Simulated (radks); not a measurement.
**Fractional charge and spin in the 4s shell of iron**

The task here is to estimate one member of a computed series from the others.

Program: radks (a radial shooting solver on a logarithmic mesh, Libxc functionals) version 1. Level of theory: scalar-relativistic Kohn-Sham, PBE, spin-polarised, spherical densities, point nucleus. These are calculated values, not measurements, unless marked.

## The system

```
element       : iron (Z = 26)
configuration : [Ar] 3d(up 3, down 3) 4s(up 1, down 1)
```

A shell typed twice in an input gives spin up, then spin down.

The first run:

The run's settings:

```text
Z 26
configuration [Ar] 3d3 3d3 4s1 4s1
relativity scalar-relativistic
functional pbe,pbe
spin polarised
nucleus point
c 137.035999084
```

Among the steps run: 4s: up 1, down 1.

One table of the session follows, with a row left open; its other results are not shown here.

It belongs to the step «4s: up 1, down 1». From the orbitals of this run (lengths in bohr):

| level | <r> | outermost maximum (interpolated) | 90 % within | nodes |
| --- | --- | --- | --- | --- |
| 1s | 0.05846 | 0.0383 | 0.104 | 0 |
| 2s | 0.2669 | 0.222 | 0.414 | 1 |
| 2p | 0.2355 | 0.180 | 0.386 | 0 |
| 3s | ? | ? | ? | ? |
| 3p | 0.8577 | 0.713 | 1.32 | 1 |
| 3d | 1.141 | 0.712 | 2.02 | 0 |
| 4s | 2.988 | 2.41 | 4.58 | 3 |

Estimate the missing values for 3s.

As computed: <r>: 0.8106; outermost maximum (interpolated): 0.701; 90 % within: 1.21; nodes: 2. In the column «<r>» it lies between 2s (0.2669) and 3p (0.8577).
